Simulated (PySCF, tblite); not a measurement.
# C₉H₇P₂−: geometry, infrared bands and NMR shifts

What infrared bands and NMR shifts should C₉H₇P₂− (`c1ccc(-c2pcc[p-]2)cc1`) show?

The runs use tblite 0.8.0 and PySCF 2.14.0, with density-fitted response routines of our own; the level of theory stands in each step. All values are computed, except where a source is named. Atoms are numbered from 0 throughout.

## Step 1: The starting structure

18 atoms, charge -1, multiplicity 1; geometry from: force field or distance geometry start.

Bonds of the start (Å): C0–C1 1.37, C1–C2 1.41, C2–C3 1.38, C3–C4 1.46, C4–P5 1.80, P5–C6 1.87, C6–C7 1.45, C7–P8 1.72, C3–C9 1.37, C9–C10 1.37, C10–C0 1.37, P8–C4 1.80, C0–H11 1.09, C1–H12 1.09, C2–H13 1.08, C6–H14 1.08, C7–H15 1.08, C9–H16 1.09, C10–H17 1.09.

## Step 2: Geometry optimisation with GFN2-xTB

What the job is given:

```
{"job": {"kind": "relax", "xc": "GFN2-xTB", "basis": "xTB"}, "charge": -1, "multiplicity": 1}
C     -3.024900     0.792200    -0.409300
C     -2.745400    -0.551200    -0.342200
C     -1.413800    -1.021700    -0.379900
C     -0.448200    -0.042800    -0.520900
C      0.943800    -0.484300    -0.562600
P      2.103400    -1.491100    -1.501700
C      3.635100    -1.167400    -0.484700
C      3.665400    -0.318700     0.686700
P      2.014100     0.169000     0.729100
C     -0.718400     1.296100    -0.585400
C     -2.018100     1.716000    -0.538800
H     -4.047700     1.181200    -0.370200
H     -3.564600    -1.265900    -0.221000
H     -1.199300    -2.079200    -0.325600
H      4.621500    -1.564200    -0.649100
H      4.272000     0.085700     1.485300
H      0.141500     1.963100    -0.686700
H     -2.225300     2.789400    -0.599300
```

Launch:

```
$ OMP_NUM_THREADS=1 python probes_run.py task.json out
```

One launch serves the whole session: the jobs run in the order shown.

**Question.** This job is followed by: GFN2-xTB harmonic vibrations, gas phase; GIAO PBE0/pcSseg-1 NMR shielding, non-relativistic, gas phase. Predict these results of the whole session: strongest single infrared mode (GFN2-xTB); zero-point energy (GFN2-xTB); ¹³C shifts against TMS (PBE0/pcSseg-1, means over atoms taken as alike); ¹H shifts against TMS (PBE0/pcSseg-1, means over atoms taken as alike); ³¹P shifts against H3PO4 (PBE0/pcSseg-1, means over atoms taken as alike).

**Answer**, as computed:

```
                                                                 quantity                                         value
                                strongest single infrared mode (GFN2-xTB)                         3040 cm⁻¹, 271 km/mol
                                             zero-point energy (GFN2-xTB)                                 79.4 kcal/mol
  ¹³C shifts against TMS (PBE0/pcSseg-1, means over atoms taken as alike)  187.3, 154.2, 147.6, 130.4, 126.9, 121.1 ppm
   ¹H shifts against TMS (PBE0/pcSseg-1, means over atoms taken as alike)                    8.83, 7.85, 6.88, 6.35 ppm
³¹P shifts against H3PO4 (PBE0/pcSseg-1, means over atoms taken as alike)                                     177.3 ppm
```

In words: Relaxing lowered the energy by 2.317 eV in 98 steps; the close pair that moved most is P5–C6, from 1.867 to 1.734 Å. No mode is imaginary among the 48: a minimum at this level. The strongest single mode, at 3040 cm⁻¹, moves mainly H11. Unscaled tight-binding wavenumbers are off by several per cent, some by more. Its intensities can rank the bands wrongly. At PBE0/pcSseg-1: Shielding is most anisotropic at P5, P8 (span 487 ppm, paramagnetic term -829 ppm). NICS(1)zz of -20 ppm above the planar ring from C0 marks a diatropic (aromatic) ring current. NICS(1)zz of -22 ppm above the planar ring from C4 marks a diatropic (aromatic) ring current.
